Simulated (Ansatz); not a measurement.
# BClH3OSi: rigid scan of one bond length, by script

How does the energy of BClH3OSi change as one bond is stretched? Wanted for BClH3OSi: a rigid scan of one bond length. SMILES: [SiH3]O[B]Cl.

All numbers are computed with the Python package of Ansatz 0.2.0. Level of theory: r2SCAN+D4/def2-SVP.

### 1 Starting point

Bond lengths: Si1–O2 1.657 Å, O2–B3 1.452 Å, B3–Cl4 1.811 Å, Si1–H5 1.488 Å, Si1–H6 1.490 Å, Si1–H7 1.488 Å. Angles: Si1–O2–B3 104.4°, O2–Si1–H5 110.9°, O2–Si1–H6 114.1°, O2–Si1–H7 111.8°, H5–Si1–H6 106.7°, H5–Si1–H7 105.6°, H6–Si1–H7 107.2°, O2–B3–Cl4 124.3°.

No structure file is read: the coordinates are typed or built in the script.

### 2 The script

Input file scan_bclh3osi.py:

```python
import ansatz as az
import numpy as np

BASIS = 'def2-SVP'
XC = 'r2SCAN'
VDW = 'd4'

GEOMETRY = '''
Si   -0.42870    0.57350    0.43140
O     0.35490   -0.85320    0.73960
B     1.30170   -0.98840   -0.35320
Cl    0.98930   -1.94110   -1.86140
H    -1.47800    0.83350    1.45390
H     0.46300    1.76700    0.41830
H    -1.14100    0.54080   -0.87420
'''

molecule = az.Crystal.molecule()
for line in GEOMETRY.strip().splitlines():
    symbol, *xyz = line.split()
    molecule = molecule.atom(symbol, [float(v) for v in xyz])

symbols = [site.symbol for site in molecule.cartesian_sites]
start = np.array([site.position_ang for site in molecule.cartesian_sites])
axis = (start[2] - start[1]) / np.linalg.norm(start[2] - start[1])
moving = [2, 3]
lengths, energies = [1.278, 1.336, 1.394, 1.452, 1.51, 1.568, 1.626, 1.714], []
for length in lengths:
    xyz = start.copy()
    xyz[moving] += (length - np.linalg.norm(start[2] - start[1])) * axis
    point = az.Crystal.molecule()
    for symbol, place in zip(symbols, xyz):
        point = point.atom(symbol, place.tolist())
    calculation = (
        point.calculation()
        .basis(gaussian=BASIS)
        .functional(XC, dispersion=VDW)
        .spin('collinear', total=1)
    )
    report = calculation.run(threads=1, backend='cpu').report
    energies.append(report['free_energy_ev'])
    print(f'r = {length:6.3f} A  E = {energies[-1]:.5f} eV  <S^2> = {abs(report["mean_field"]["state"]["spin_squared"]):.3f}')

fit = np.polynomial.Polynomial.fit(lengths, np.array(energies) - min(energies), 4).convert()
roots = [r.real for r in fit.deriv().roots() if abs(r.imag) < 1e-9 and fit.deriv(2)(r.real) > 0]
r_e = min(roots, key=lambda r: abs(r - lengths[int(np.argmin(energies))]))
print(f'minimum of the fit at {r_e:.4f} A, force constant {fit.deriv(2)(r_e):.2f} eV/A^2')
```

### 3 Running it

Started as:

```
$ python scan_bclh3osi.py
```

Q: Predict the main results. Wanted: range of energy; lowest point, distance.

The runs gave:

```
                        quantity     value
bond length at the fit's minimum  1.3532 Å
                   runs compared         8
                 range of energy  1.318 eV
      lowest point, distance (Å)      1.34
```

In words: The lowest point, at 1.34, lies inside the range. The ends stand 0.124 and 1.32 eV above it. The distance scanned is the script's pair 1, 2. Notes:
- The rest of the molecule is held rigid at a force-field or estimated start geometry, and the basis set is modest; single-reference methods fail as a bond breaks.
- The run takes the species as open-shell (spin multiplicity 2), which needn't be its ground state.
